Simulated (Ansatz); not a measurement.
Predict the output of the script below (the Python package of Ansatz (0.2.0)).

The script, `limg6v.py`:
```python
'''Write the input file for LiMg6V without running it.'''

import ansatz as az

lattice = az.Lattice.of(
    (5.032235, 0.0, 0.0),
    (0.0, 3.174371, 5.367033),
    (0.0, -3.174371, 5.367033),
)
sites = [
    ('Li', (0.0, 0.33415, 0.33415)),
    ('Mg', (0.0, 0.334544, 0.831716)),
    ('Mg', (0.0, 0.831716, 0.334544)),
    ('Mg', (0.5, 0.156174, 0.668952)),
    ('Mg', (0.5, 0.668952, 0.156174)),
    ('Mg', (0.5, 0.672605, 0.672605)),
    ('Mg', (0.5, 0.168296, 0.168296)),
    ('V', (0.0, 0.833567, 0.833567)),
]
xtal = az.Crystal(lattice=lattice)
for symbol, position in sites:
    xtal = xtal.atom(symbol, position)
xtal = xtal.moments(V=2.0)

base = (
    xtal.calculation()
    .functional('pbe')
    .basis(420)
    .kpoints(length=20)
    .occupations('gaussian')
    .spin(az.SpinTreatment.COLLINEAR)
    .relax(cell=True, pressure=0)
)
print(base.to_yaml())
```

`python limg6v.py` gives:
```text
crystal:
  lattice:
    - [5.032235, 0.0, 0.0]
    - [0.0, 3.174371, 5.367033]
    - [0.0, -3.174371, 5.367033]
  atoms:
    - { symbol: Li, position: [0.0, 0.33415, 0.33415] }
    - { symbol: Mg, position: [0.0, 0.334544, 0.831716] }
    - { symbol: Mg, position: [0.0, 0.831716, 0.334544] }
    - { symbol: Mg, position: [0.5, 0.156174, 0.668952] }
    - { symbol: Mg, position: [0.5, 0.668952, 0.156174] }
    - { symbol: Mg, position: [0.5, 0.672605, 0.672605] }
    - { symbol: Mg, position: [0.5, 0.168296, 0.168296] }
    - { symbol: V, position: [0.0, 0.833567, 0.833567] }
basis:
  ecutwfc: 420.0
kpoints:
  mp_grid:
    grid: [4, 4, 4]
hamiltonian:
  xc: pbe
magnetization:
  spin_polarized: true
  per_species:
    V: 2.0
scf:
  occupations:
    method: gaussian
relax:
  cell:
    p_target: 0.0
```

The input is only written out: it wasn't run, and its settings aren't tested. The structure comes from a database and needn't be a stable phase.
